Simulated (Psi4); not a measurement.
**CH4ClGe (SMILES [CH3][GeH][Cl]), step by step**

We compute a series of 8 runs (UPBE0-D4/def2-TZVP) of CH4ClGe. 

The calculation is run with Psi4 1.11.

## 1. The molecule

CH4ClGe: 7 atoms, total charge 0, spin state doublet. SMILES: `[CH3][GeH][Cl]`. The shape is that of a PBE0-D4/def2-TZVP optimisation.

Bond lengths: C1–Ge2 1.957 Å, Ge2–Cl3 2.169 Å, C1–H4 1.092 Å, C1–H5 1.089 Å, C1–H6 1.091 Å, Ge2–H7 1.553 Å. Angles: C1–Ge2–Cl3 107.0°, C1–Ge2–H7 112.6°, Cl3–Ge2–H7 105.6°, Ge2–C1–H4 108.6°, Ge2–C1–H5 110.0°, Ge2–C1–H6 109.8°, H4–C1–H5 109.4°, H4–C1–H6 109.5°, H5–C1–H6 109.6°.

## 2. The energy at UPBE0-D4/def2-TZVP (density fitting) (run 1)

File calc.dat:

```
memory 1.6 GB

molecule {
  0 2
  C     -0.733100     0.438400    -0.261900
  Ge     0.705400    -0.885500    -0.183100
  Cl     1.017000    -1.361700     1.909500
  H     -0.433400     1.314500     0.317300
  H     -1.646200     0.021400     0.160800
  H     -0.909900     0.729400    -1.298200
  H      2.061400    -0.324500    -0.690100
  units angstrom
  symmetry c1
}

set {
  basis     def2-TZVP
  reference uks
}

energy('pbe0-d4')
print_variables()
```

Started as:

```
psi4 calc.dat calc.out -n 1
```

calc.out, shortened:

```text
[...]
  Running in c1 symmetry.
[...]
  Nuclear repulsion =  253.359726229940179
[...]
  Multiplicity = 2
[...]
  Nalpha       = 30
  Nbeta        = 29
[...]
    Number of basis functions: 140
[...]
   @DF-UKS iter   1: -2575.47099655316606   -1.74555e+00   2.25125e-02 ADIIS/DIIS
[...]
   @DF-UKS iter  10: -2577.29439724487929   -1.39308e-07   5.15119e-07 DIIS
[...]
   @S^2 Observed:                7.519295737E-01
[...]
    Orbital Energies [Eh]
    ---------------------
    Alpha Occupied:
       1A   -399.121873     2A   -101.686887     3A    -49.937491
       4A    -44.419535     5A    -44.418385     6A    -44.417020
       7A    -10.235902     8A     -9.513291     9A     -7.245516
      10A     -7.240764    11A     -7.239658    12A     -6.306598
      13A     -4.464042    14A     -4.461337    15A     -4.457344
      16A     -1.260404    17A     -1.258799    18A     -1.255645
      19A     -1.255158    20A     -1.253487    21A     -0.830950
      22A     -0.737789    23A     -0.542619    24A     -0.443082
      25A     -0.441307    26A     -0.380060    27A     -0.369875
      28A     -0.343200    29A     -0.316636    30A     -0.230612
    Alpha Virtual:
[...]
  @DF-UKS Final Energy: -2577.29439724487929
   => Energetics <=
    Nuclear Repulsion Energy =            253.3597262299401791
    One-Electron Energy =               -4089.1834029680030653
    Two-Electron Energy =                1344.4273097208943000
    DFT Exchange-Correlation Energy =     -85.8938880664388336
    Empirical Dispersion Energy =          -0.0041421612717750
    VV10 Nonlocal Energy =                  0.0000000000000000
    Total Energy =                      -2577.2943972448792920
[...]
 Multipole Moments:
 ------------------------------------------------------------------------------------
     Multipole            Electronic (a.u.)      Nuclear  (a.u.)        Total (a.u.)
 ------------------------------------------------------------------------------------
 L = 1.  Multiply by 2.5417464519 to convert [e a0] to [Debye]
 Dipole X            :          3.9531363           -4.3315621           -0.3784258
 Dipole Y            :         -5.1922433            5.6270475            0.4348042
 Dipole Z            :         -1.8415509            1.0954611           -0.7460897
 Magnitude           :                                                    0.9428206
[...]
```

Run time: 11 s. Hardware: 1 thread of Intel Xeon 6975P-C (Granite Rapids), shared host; peak memory 0.79 GiB.

## 3. The distorted shape: the energy at UPBE0-D4/def2-TZVP (density fitting) (run 2)

File ch4clge.dat:

```
memory 1600 mb

molecule {
  0 2
  C     -0.870068     0.375848    -0.198493
  Ge     0.568432    -0.948052    -0.119693
  Cl     0.880032    -1.424252     1.972907
  H     -0.570368     1.251948     0.380707
  H     -1.646200     0.021400     0.160800
  H     -1.046868     0.666848    -1.234793
  H      1.924432    -0.387052    -0.626693
  symmetry c1
}

set {
  basis def2-TZVP
  reference uks
}

set reference uhf
set stability_analysis follow
set max_attempts 5
energy('scf')
set reference uks
set stability_analysis none
set guess read
set guess_mix false

e, wfn = energy('pbe0-d4', return_wfn=True)
```

Started as:

```
psi4 ch4clge.dat ch4clge.out -n 1
```

ch4clge.out, shortened:

```text
[...]
  Running in c1 symmetry.
[...]
  Nuclear repulsion =  254.261187431213926
[...]
  Multiplicity = 2
[...]
  Nalpha       = 30
  Nbeta        = 29
[...]
    Number of basis functions: 140
[...]
   @DF-UHF iter   1: -2573.80796289650925   -3.04006e+00   1.94464e-02 DIIS/ADIIS
[...]
   @DF-UKS iter   7: -2577.27120564734651   -5.42100e-08   6.29682e-07 DIIS
[...]
   @S^2 Observed:                7.519192401E-01
[...]
    Orbital Energies [Eh]
    ---------------------
    Alpha Occupied:
       1A   -399.121687     2A   -101.686970     3A    -49.937328
       4A    -44.419372     5A    -44.418223     6A    -44.416849
       7A    -10.218146     8A     -9.513376     9A     -7.245599
      10A     -7.240848    11A     -7.239748    12A     -6.306416
      13A     -4.463872    14A     -4.461149    15A     -4.457158
      16A     -1.260231    17A     -1.258623    18A     -1.255438
      19A     -1.254989    20A     -1.253304    21A     -0.831273
      22A     -0.754948    23A     -0.545780    24A     -0.462080
      25A     -0.441367    26A     -0.381559    27A     -0.371435
      28A     -0.343288    29A     -0.316709    30A     -0.230645
    Alpha Virtual:
[...]
  @DF-UKS Final Energy: -2577.27120564734651
   => Energetics <=
    Nuclear Repulsion Energy =            254.2611874312138980
    One-Electron Energy =               -4090.8592407423375334
    Two-Electron Energy =                1345.2752756671018233
    DFT Exchange-Correlation Energy =     -85.9442824260472236
    Empirical Dispersion Energy =          -0.0041455772774005
    VV10 Nonlocal Energy =                  0.0000000000000000
    Total Energy =                      -2577.2712056473465054
[...]
 Multipole Moments:
 ------------------------------------------------------------------------------------
     Multipole            Electronic (a.u.)      Nuclear  (a.u.)        Total (a.u.)
 ------------------------------------------------------------------------------------
 L = 1.  Multiply by 2.5417464519 to convert [e a0] to [Debye]
 Dipole X            :          3.8095282           -4.1959323           -0.3864041
 Dipole Y            :         -5.2550173            5.6889883            0.4339711
 Dipole Z            :         -1.7768656            1.0326736           -0.7441920
 Magnitude           :                                                    0.9441720
[...]
```

It took 16 s on 1 thread of Intel Xeon 6975P-C (Granite Rapids), shared host; peak memory 0.79 GiB.

Run 3 isn't shown in full; the table further down has it.

## 4. The distorted shape: a single-point energy at UPBE0-D4/def2-TZVP (density fitting) (run 4)

File job.in:

```
memory 1600 MB

molecule m {
  0 2
  C     -0.459200     0.563486    -0.388696
  Ge     0.979300    -0.760414    -0.309896
  Cl     1.290900    -1.236614     1.782704
  H     -0.159500     1.439586     0.190504
  H     -1.646200     0.021400     0.160800
  H     -0.636000     0.854486    -1.424996
  H      2.335300    -0.199414    -0.816896
  units angstrom
  symmetry c1
}

set {
  basis def2-TZVP
  reference uks
}

set reference uhf
set stability_analysis follow
set max_attempts 5
energy("scf")
set reference uks
set stability_analysis none
set guess read
set guess_mix false

E, wfn = energy("pbe0-d4", return_wfn=True)
```

Started as:

```
psi4 -n 1 job.in job.out
```

job.out, shortened:

```text
[...]
  Running in c1 symmetry.
[...]
  Nuclear repulsion =  251.953557905568147
[...]
  Multiplicity = 2
[...]
  Nalpha       = 30
  Nbeta        = 29
[...]
    Number of basis functions: 140
[...]
   @DF-UHF iter   1: -2573.77203261430304   -3.20992e+00   1.94931e-02 ADIIS/DIIS
[...]
   @DF-UKS iter   8: -2577.25649554490565   -2.36018e-08   4.50261e-07 DIIS
[...]
   @S^2 Observed:                7.519715346E-01
[...]
    Orbital Energies [Eh]
    ---------------------
    Alpha Occupied:
       1A   -399.123311     2A   -101.687146     3A    -49.938867
       4A    -44.420906     5A    -44.419758     6A    -44.418415
       7A    -10.264202     8A     -9.513531     9A     -7.245775
      10A     -7.241006    11A     -7.239882    12A     -6.308002
      13A     -4.465409    14A     -4.462756    15A     -4.458768
      16A     -1.261771    17A     -1.260178    18A     -1.257111
      19A     -1.256527    20A     -1.254903    21A     -0.830982
      22A     -0.722325    23A     -0.540935    24A     -0.444618
      25A     -0.411229    26A     -0.377687    27A     -0.359974
      28A     -0.343368    29A     -0.317031    30A     -0.231359
    Alpha Virtual:
[...]
  @DF-UKS Final Energy: -2577.25649554490565
   => Energetics <=
    Nuclear Repulsion Energy =            251.9535579055681467
    One-Electron Energy =               -4086.3595520615663190
    Two-Electron Energy =                1342.9773243196482326
    DFT Exchange-Correlation Energy =     -85.8233704848131538
    Empirical Dispersion Energy =          -0.0044552237427272
    VV10 Nonlocal Energy =                  0.0000000000000000
    Total Energy =                      -2577.2564955449056470
[...]
 Multipole Moments:
 ------------------------------------------------------------------------------------
     Multipole            Electronic (a.u.)      Nuclear  (a.u.)        Total (a.u.)
 ------------------------------------------------------------------------------------
 L = 1.  Multiply by 2.5417464519 to convert [e a0] to [Debye]
 Dipole X            :          4.2835955           -4.6027860           -0.3191905
 Dipole Y            :         -5.0621875            5.5031836            0.4409961
 Dipole Z            :         -1.9815341            1.2210183           -0.7605158
 Magnitude           :                                                    0.9352777
[...]
```

It took 14 s on 1 thread of Intel Xeon 6975P-C (Granite Rapids), shared host; peak memory 0.78 GiB.

Runs 5 to 7 aren't shown in full; the table further down has their settings and results.

## 5. The distorted shape: the energy at UPBE0-D4/def2-TZVP (density fitting) (run 8)

File run.py:

```python
import psi4

psi4.set_memory(1600000000)
psi4.set_num_threads(1)
psi4.set_output_file('output.dat', False)

m = psi4.geometry("""
0 2
C      1.093063     1.272383    -1.107283
Ge     2.531563    -0.051517    -1.028483
Cl     2.843163    -0.527717     1.064117
H      1.392763     2.148483    -0.528083
H     -1.646200     0.021400     0.160800
H      0.916263     1.563383    -2.143583
H      3.887563     0.509483    -1.535483
units angstrom
symmetry c1
""")

psi4.set_options({
    'basis': 'def2-TZVP',
    'reference': 'uks',
})

psi4.set_options({'reference': 'uhf', 'stability_analysis': 'follow', 'max_attempts': 5})
psi4.energy('scf')
psi4.set_options({'reference': 'uks', 'stability_analysis': 'none', 'guess': 'read', 'guess_mix': False})

result, w = psi4.energy('PBE0-D4', molecule=m, return_wfn=True)
print('E =', round(result, 9))
```

Started as:

```
python run.py
```

output.dat, shortened:

```text
[...]
  Running in c1 symmetry.
[...]
  Nuclear repulsion =  247.656242745452829
[...]
  Multiplicity = 2
[...]
  Nalpha       = 30
  Nbeta        = 29
[...]
    Number of basis functions: 140
[...]
   @DF-UHF iter   1: -2573.21214592936667   -2.91773e+00   1.99445e-02 ADIIS/DIIS
[...]
   @DF-UKS iter   9: -2577.11094662482810   -5.79839e-08   4.21874e-07 DIIS
[...]
   @S^2 Observed:                1.708946540E+00
[...]
    Orbital Energies [Eh]
    ---------------------
    Alpha Occupied:
       1A   -399.127872     2A   -101.688410     3A    -49.944153
       4A    -44.425644     5A    -44.424375     6A    -44.423879
       7A    -10.270882     8A     -9.514844     9A     -7.246647
      10A     -7.241449    11A     -7.241293    12A     -6.311525
      13A     -4.468957    14A     -4.465012    15A     -4.463639
      16A     -1.265267    17A     -1.262084    18A     -1.261600
      19A     -1.259072    20A     -1.257928    21A     -0.827978
      22A     -0.726351    23A     -0.526385    24A     -0.448915
      25A     -0.393343    26A     -0.372776    27A     -0.336212
      28A     -0.333487    29A     -0.321921    30A     -0.289008
    Alpha Virtual:
[...]
  @DF-UKS Final Energy: -2577.11094662482810
   => Energetics <=
    Nuclear Repulsion Energy =            247.6562427454528290
    One-Electron Energy =               -4077.4024762070621364
    Two-Electron Energy =                1338.4433920175831645
    DFT Exchange-Correlation Energy =     -85.8039282192310537
    Empirical Dispersion Energy =          -0.0041769615710618
    VV10 Nonlocal Energy =                  0.0000000000000000
    Total Energy =                      -2577.1109466248281024
[...]
 Multipole Moments:
 ------------------------------------------------------------------------------------
     Multipole            Electronic (a.u.)      Nuclear  (a.u.)        Total (a.u.)
 ------------------------------------------------------------------------------------
 L = 1.  Multiply by 2.5417464519 to convert [e a0] to [Debye]
 Dipole X            :          6.0938979           -6.1398830           -0.0459851
 Dipole Y            :         -4.3336157            4.8012127            0.4675970
 Dipole Z            :         -2.7834898            1.9325845           -0.8509053
 Magnitude           :                                                    0.9720089
[...]
```

On the terminal:

```text
E = -2577.110946625
```

Run time: 18 s. Hardware: 1 thread of Intel Xeon 6975P-C (Granite Rapids), shared host; peak memory 0.76 GiB.

## 6. Overview of the runs

```tsv
run	start	partner	energy (Eh)	dipole moment (D)	HOMO energy (eV)	LUMO energy (eV)	wall time
1	–	base	-2577.294397	2.40	-6.28	-2.93	11 s
2	stable UHF solution	C1–H5 0.93 Å	-2577.271206	2.40	-6.28	-2.94	16 s
3	stable UHF solution	C1–H5 1.25 Å	-2577.281953	2.39	-6.28	-2.94	17 s
4	stable UHF solution	C1–H5 1.42 Å	-2577.256496	2.38	-6.30	-2.95	14 s
5	stable UHF solution	C1–H5 1.63 Å	-2577.217508	2.37	-6.32	-2.97	16 s
6	stable UHF solution	C1–H5 1.96 Å	-2577.163759	2.39	-6.38	-3.06	23 s
7	stable UHF solution	C1–H5 2.40 Å	-2577.126616	2.41	-6.38	-3.17	17 s
8	stable UHF solution	C1–H5 3.27 Å	-2577.110947	2.47	-6.38	-3.10	18 s
```

## 7. What came out

| quantity | value |
| --- | --- |
| distorted shape, run 8: total energy | -2577.11095 Eh |
| distorted shape, run 8: dipole moment | 2.47 D |
| distorted shape, run 8: HOMO energy (highest over α and β) | -6.38 eV |
| distorted shape, run 8: LUMO energy (lowest over α and β) | -3.10 eV |
| distorted shape, run 8: dispersion energy | -10.97 kJ/mol |
| distorted shape, run 8: ⟨S²⟩ | 1.709 |
| energy change with the C1–H5 bond stretched from 1.089 to 1.634 Å | 2.092 eV |
| energy change with the C1–H5 bond stretched from 1.089 to 1.253 Å | 0.339 eV |
| energy change with the C1–H5 bond stretched from 1.089 to 2.396 Å | 4.566 eV |
| energy change with the C1–H5 bond stretched from 1.089 to 1.416 Å | 1.031 eV |
| energy change with the C1–H5 bond stretched from 1.089 to 1.961 Å | 3.555 eV |
| energy change with the C1–H5 bond shortened from 1.089 to 0.926 Å | 0.631 eV |
| energy change with the C1–H5 bond stretched from 1.089 to 3.267 Å | 4.992 eV |

What this shows: With the C1–H5 bond stretched from 1.089 to 1.634 Å the energy rises by 2.09 eV (48 kcal/mol). With the C1–H5 bond stretched from 1.089 to 1.253 Å the energy rises by 0.34 eV (32.7 kJ/mol). With the C1–H5 bond stretched from 1.089 to 2.396 Å the energy rises by 4.57 eV (441 kJ/mol). With the C1–H5 bond stretched from 1.089 to 1.416 Å the energy rises by 1.03 eV (24 kcal/mol). With the C1–H5 bond stretched from 1.089 to 1.961 Å the energy rises by 3.55 eV (343 kJ/mol). With the C1–H5 bond shortened from 1.089 to 0.926 Å the energy rises by 0.63 eV (14.6 kcal/mol). The lowest energy is that of run 1; the highest lies 4.992 eV above it. Spin contamination of the reference: run 8 ⟨S²⟩ = 1.71, run 7 ⟨S²⟩ = 1.47. Where it is this large, the reference is a mixture of spin states, and values that rest on it are in doubt. All runs together took 2.2 min, the longest 23 s.
